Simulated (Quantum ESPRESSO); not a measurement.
## SiO in Quantum ESPRESSO: the effect of functional

SiO:

```
Si O
1.0
     0.00000    2.43364    2.43364
     2.43364    0.00000    2.43364
     2.43364    2.43364    0.00000
Si O
1 1
Direct
  0.75000 0.75000 0.75000
  0.00000 0.00000 0.00000
```

The cell was built by a generator and needn't be a form met in nature.

Alike in all runs:

* Program: Quantum ESPRESSO 7.5
* Task: phonon dispersion
* Cutoff: 612 eV
* Density cutoff: 4898 eV
* k mesh: 6 × 6 × 6, shifted
* Occupations: fermi-dirac, width 0.05 eV
* Spin: no spin polarisation

Each run relaxes the cell or the atoms first.

Problem. One run gave: relaxed volume 13.27 Å³/atom; highest phonon frequency 193 cm⁻¹. Which functional did it use?
A. LDA
B. PBE
C. PBEsol

Solution. A.

```csv
functional,potentials or basis,relaxed volume (Å³/atom),highest phonon frequency (cm⁻¹)
LDA,GBRV 1.5 LDA,13.27,193
PBE,GBRV 1.5 PBE,14.49,225
PBEsol,GBRV 1.5 PBEsol,13.60,195
```

Caveats: all runs use coarse meshes; the mesh is thin for the phonons of a metal; some modes are imaginary.
